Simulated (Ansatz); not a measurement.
# CHBGe (singlet): from Hartree-Fock to the top rungs at a displaced geometry (v1), cc-pVDZ

An exercise on one series of results from a longer session: the logs are not shown, and one member is left open.

Program: Ansatz 0.2.0, Gaussian basis. Level of theory: cc-pVDZ, core rule «outside noble gas», up to 16 orbitals frozen. These are calculated values, not measurements.

To be run: UHF; CCSD(T) on RHF; CCSD(T) on UHF; BCCD(T) on RHF; CISD; CCSDT(Q) on RHF; CCSDT(Q) on UHF; CASSCF and MRCISD+Q, 8 electrons in 8 orbitals; CASSCF and NEVPT2, 8 electrons in 8 orbitals.

19 further runs of the same task are left out: 9 that didn't finish, 10 set aside as unsound or not needed.

### What is computed

The geometry is a PBE0/def2-TZVP stationary point (not a proven minimum) with its atoms shifted at random (size 0.040 Å). No spin-orbit coupling is included. The filled d shell of Ge may be among the frozen orbitals whatever the setting's name suggests; the logs give the count.

4 atoms, charge 0, spin multiplicity 1.

Atoms are counted from 1 here; the program's logs count them from 0.

Bond lengths: B1–Ge2 1.908 Å, B1–C3 1.420 Å, Ge2–C3 2.159 Å, C3–H4 1.012 Å. Angles: Ge2–B1–C3 79.4°, B1–Ge2–C3 40.3°, B1–C3–Ge2 60.3°, B1–C3–H4 169.2°, Ge2–C3–H4 126.8°.

Set-up of the first run:

in.yaml reads:

```yaml
crystal:
  periodic: [false, false, false]
  atoms:
    - {symbol: B, position_ang: [-0.004659, -0.915067, -1.170181]}
    - {symbol: Ge, position_ang: [-0.005492, 0.048298, 0.476235]}
    - {symbol: C, position_ang: [0.042472, 0.421110, -1.649829]}
    - {symbol: H, position_ang: [-0.060305, 1.316150, -2.110508]}
basis:
  gaussian: {orbitals: cc-pVDZ}
magnetization: {spin_polarized: true, initial_magnetization: 0}
hamiltonian: {xc: hf}
output: {orbitals: {seedname: orbitals}}
```

Command:

```console
$ ansatz run in.yaml --threads 1 --pin off --events-out ev --progress --plain --max-ram 2393MiB
```

Steps of the session up to this table: UHF; CCSD(T) on RHF; CCSD(T) on UHF; BCCD(T) on RHF; CISD; CCSDT(Q) on RHF; CCSDT(Q) on UHF; CASSCF and MRCISD+Q, 8 electrons in 8 orbitals; CASSCF and NEVPT2, 8 electrons in 8 orbitals.

One table of the session follows, with a row left open; its other results are not shown here.

| method | from RCCSDT(Q) (kJ/mol) |
| --- | --- |
| RHF | +870.5 |
| UHF | +866.3 |
| RMP2 | ? |
| CISD | +148.1 |
| RCCSD | +58.0 |
| RCCSD(T) | +6.7 |
| BCCD(T) | +6.4 |
| RCCSDT | +5.3 |
| RCCSDT(Q) | 0 |

**Question.** Estimate the row for RMP2.

**Answer.** from RCCSDT(Q) (kJ/mol): +112.3. In the column «from RCCSDT(Q) (kJ/mol)» it lies between RCCSD (+58.0) and CISD (+148.1).

Not comparable, so not listed: CCSD(T) on UHF; CCSDT(Q) on UHF (they don't share determinant, frozen orbitals or solution with the rows shown, or repeat one).

Caveats from the session: Left out of the table: CASSCF frontier, NEVPT2 frontier, MRCISD frontier, MRCISD+Q frontier (the active space lost an orbital or holds another state than full CI finds). Warnings: restricted reference is unstable; spin contamination. Warnings in the runs' records: passed over end.
